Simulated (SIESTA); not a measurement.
The system is AgRh.

```xyz
2
Lattice="2.7776 0.0000 0.0000 -1.3888 2.4055 0.0000 0.0000 0.0000 4.8086" Properties=species:S:1:pos:R:3 pbc="T T T"
Ag    0.0000    0.0000    2.4043
Rh    1.3888    0.8018    0.0000
```

The cell comes from a database or a generator and needn't be the stable form of this composition.

* Program: SIESTA 5.4.2
* Task: single point
* Functional: PBEsol
* Potentials or basis: PseudoDojo 0.4 standard (PBEsol files)
* Basis: DZP (energy shift 0.003 Ry; two zetas on semicore shells)
* Grid cutoff: 800 Ry
* Energy shift: 0.003 Ry
* k mesh: 11 × 11 × 6
* Occupations: fermi-dirac, width 0.05 eV
* Spin: no spin polarisation

On this cell: pressure -9.1 GPa; largest force under 0.003 eV/Å; band gap on the k mesh none (metal or under the smearing width).

The same run follows on a disturbed copy (atoms moved at random, drawn with an rms of 0.05 Å):

```
Ag Rh
1.0
     2.77759    0.00000    0.00000
    -1.38879    2.40546    0.00000
     0.00000    0.00000    4.80860
Ag Rh
1 1
Direct
  0.97271 0.99520 0.50345
  0.67133 0.31452 0.99114
```

Q: What changes?

A: The energy (extrapolated to zero smearing) moves by +9.6 meV/atom; pressure -8.7 GPa; largest force 0.447 eV/Å; band gap on the k mesh none (metal or under the smearing width).

Forces on the atoms (eV/Å):
```
Ag   0.112 -0.049 -0.429
Rh  -0.114  0.048  0.429
```

Stress tensor (GPa, compression positive):
```
-8.30 -0.59 -0.35
-0.59 -8.68  0.16
-0.35  0.16 -9.03
```

Caveats: short orbitals over semicore shells can move pressures by several GPa; the basis of atomic orbitals isn't converged, which shifts pressures, moduli and gaps.
